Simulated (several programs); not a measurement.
**What each method gives for Al4Bi3Sb (ordering on zincblende)**

An ordered 8-atom cell of Al4Bi3Sb on the zincblende lattice (I-42m), relaxed with r2SCAN in Ansatz, was computed with several methods. It is tetragonal, I-42m (No. 121); conventional cell a = 6.317 Å, c = 12.635 Å, 31.51 Å³ an atom. Sb has 4 Al at 2.69 Å; Al has 1 Sb at 2.69 Å and 3 Bi at 2.75–2.76 Å; Bi has 4 Al at 2.75 Å; Bi has 4 Al at 2.76 Å. These are computed values for a spin-unpolarised cell that may be hypothetical; none is a measurement.

```yaml
crystal:
  lattice:
    - [-3.15859, 3.15859, 6.31737]
    - [3.15859, -3.15859, 6.31737]
    - [3.15859, 3.15859, -6.31737]
  atoms:
    - { symbol: Sb, position: [0.00000, 0.00000, 0.00000] }
    - { symbol: Al, position: [0.63133, 0.63133, 0.50933] }
    - { symbol: Bi, position: [0.25000, 0.75000, 0.50000] }
    - { symbol: Al, position: [0.87800, 0.36867, 0.00000] }
    - { symbol: Bi, position: [0.50000, 0.50000, 0.00000] }
    - { symbol: Al, position: [0.12200, 0.12200, 0.49067] }
    - { symbol: Bi, position: [0.75000, 0.25000, 0.50000] }
    - { symbol: Al, position: [0.36867, 0.87800, 0.00000] }
```

Gaps and times are for a single point on this cell; volume and bulk modulus come from each method's own relaxation or energy curve at fixed shape, which is too stiff where a cell has free coordinates or axes. Times are rough, from shared hosts (Arm Neoverse V1; NVIDIA H100 80GB HBM3), and each method has its own mesh and cell size. A dagger marks a closed or tiny gap in a crystal that DFT finds insulating: a failure of the method or a wrong SCF state. A double dagger marks a value from a curve with shape and coordinates held. PM7 (MOPAC), GFN1-xTB (tblite) treat a cluster of cells at its zone centre, which samples few k points: where these miss a band edge, the gap comes out too large for that reason alone. Gaps from k meshes are read at a limited set of points (mesh, symmetry points, PBE's band edges), so each method's own least gap may be somewhat smaller. xTB and the PM methods were fitted mostly to molecules, and can miss a solid's gap by electronvolts. Minimal bases can be far off for gaps. Times of the plane-wave rungs are withheld (a dash), since they come from other jobs, hosts and meshes; the meshes of hybrids and Hartree-Fock don't converge their gaps to the digits shown. GLLB-SC's gap includes the derivative discontinuity. d marks a direct gap, i an indirect one (no mark: not told apart), a dash a value that wasn't computed or didn't pass its checks.

```
                          method              kind  gap (eV)  own volume (Å³/atom)  bulk modulus (GPa)  atoms computed  processor time
               GFN1-xTB (tblite)     tight binding     0.00†                32.72‡                 40‡         cluster           3.8 s
light PBE (260 eV, its own mesh)  light plane-wave    0.04 d                     –                   –               8           5.2 s
                         PBE+SOC         semilocal      0.01                     –                   –               8               –
                  PBE/SZV (CP2K)       small basis    0.31 d                32.85‡                 45‡               8            26 s
                             PBE         semilocal    0.10 d                 32.44                 41‡               8               –
                 PBE/DZVP (CP2K)       small basis    0.21 d                32.49‡                 41‡               8            61 s
                           HSE06            hybrid    0.69 d                     –                   –               8               –
                          r2SCAN         semilocal    0.55 d                 31.51                 47‡               8               –
                  GLLB-SC (GPAW)   model potential      0.76                     –                   –               8         2.8 min
                     PM7 (MOPAC)    semi-empirical      2.74                     –                   –         cluster         3.1 min
```

Against HSE06 (0.69 eV) and with closed or daggered gaps left aside, the nearest gap at the points sampled is that of GLLB-SC (GPAW) (+0.06 eV) and the farthest that of PM7 (MOPAC) (+2.04 eV). HSE06 is only a yardstick of convenience, and nearness to it can be luck.

Volumes against r2SCAN's: PBE +2.9 %.

Runs without a result: GFN2-xTB (tblite) (single point).

Only the rows marked +SOC include spin-orbit coupling.
